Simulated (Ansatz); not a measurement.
**H₇NO₂Si₂: small, medium and large basis sets**

How large a basis does H₇NO₂Si₂ need? Two functionals are run in growing sets.

The runs use Ansatz 0.2.0, Gaussian basis; one geometry, several basis sets.

Levels to be run: PBE0-D4/def2-SVP; ωB97M-V/def2-SVP; PBE0-D4/def2-QZVPP; ωB97M-V/def2-QZVPP; the functionals' def2-TZVPP values are taken from earlier runs.

## 1. Structure used throughout

An earlier PBE0-D4 in a triple-zeta def2 set relaxation fixed the geometry.

SMILES `O[SiH2]N[SiH2]O`, 12 atoms, charge 0, spin multiplicity 1.

Atoms are counted from 1 here; the program's logs count them from 0.

Bond lengths: O1–Si2 1.646 Å, O1–H6 0.958 Å, Si2–N3 1.721 Å, Si2–H7 1.480 Å, Si2–H8 1.485 Å, N3–Si4 1.721 Å, N3–H9 1.013 Å, Si4–O5 1.646 Å, Si4–H10 1.485 Å, Si4–H11 1.480 Å, O5–H12 0.958 Å. Angles: Si2–O1–H6 117.8°, O1–Si2–N3 113.8°, O1–Si2–H7 102.9°, O1–Si2–H8 111.4°, N3–Si2–H7 111.1°, N3–Si2–H8 105.6°, H7–Si2–H8 112.2°, Si2–N3–Si4 130.0°, Si2–N3–H9 115.0°, Si4–N3–H9 115.0°, N3–Si4–O5 113.8°, N3–Si4–H10 105.5°, N3–Si4–H11 111.1°, O5–Si4–H10 111.5°, O5–Si4–H11 102.9°, H10–Si4–H11 112.2°, Si4–O5–H12 117.8°.

## 2. PBE0-D4 in def2-SVP

The input, in.yaml:

```yaml
crystal:
  periodic: [false, false, false]
  atoms:
    - {symbol: O, position_ang: [-2.349935, -1.204854, 0.032626]}
    - {symbol: Si, position_ang: [-0.720935, -1.439483, 0.069223]}
    - {symbol: N, position_ang: [0.179975, -0.174283, -0.673009]}
    - {symbol: Si, position_ang: [1.329540, 0.912132, 0.006294]}
    - {symbol: O, position_ang: [0.877040, 2.492830, -0.075085]}
    - {symbol: H, position_ang: [-2.702629, -0.444434, 0.496476]}
    - {symbol: H, position_ang: [-0.553383, -2.713247, -0.665035]}
    - {symbol: H, position_ang: [-0.216071, -1.523395, 1.462869]}
    - {symbol: H, position_ang: [0.039383, -0.078444, -1.671493]}
    - {symbol: H, position_ang: [1.511732, 0.470797, 1.412104]}
    - {symbol: H, position_ang: [2.597887, 0.891465, -0.755681]}
    - {symbol: H, position_ang: [0.084495, 2.755620, 0.394608]}
basis:
  gaussian: {orbitals: def2-SVP}
hamiltonian: {xc: pbe0, dispersion: d4}
output: {orbitals: {seedname: orbitals}}
```

After this run come: ωB97M-V in def2-SVP; PBE0-D4 in def2-QZVPP; ωB97M-V in def2-QZVPP.

Q: Predict the results of all the runs planned. Wanted: PBE0-D4: double and triple zeta above quadruple; ωB97M-V: double and triple zeta above quadruple.

As calculated:

| quantity | value |
| --- | --- |
| PBE0-D4: double and triple zeta above quadruple | 13.98, 0.91 eV |
| ωB97M-V: double and triple zeta above quadruple | 14.13, 0.85 eV |

What this shows: For PBE0-D4 the step from double to triple zeta gains 13.07 eV and the next only 0.91 eV. These are total energies; as a rule much of such shifts cancels in differences, which this series doesn't test. The LUMO of ωB97M-V is positive and keeps falling with the basis (2.70 to 1.04 eV): an unbound level that the basis holds in place.
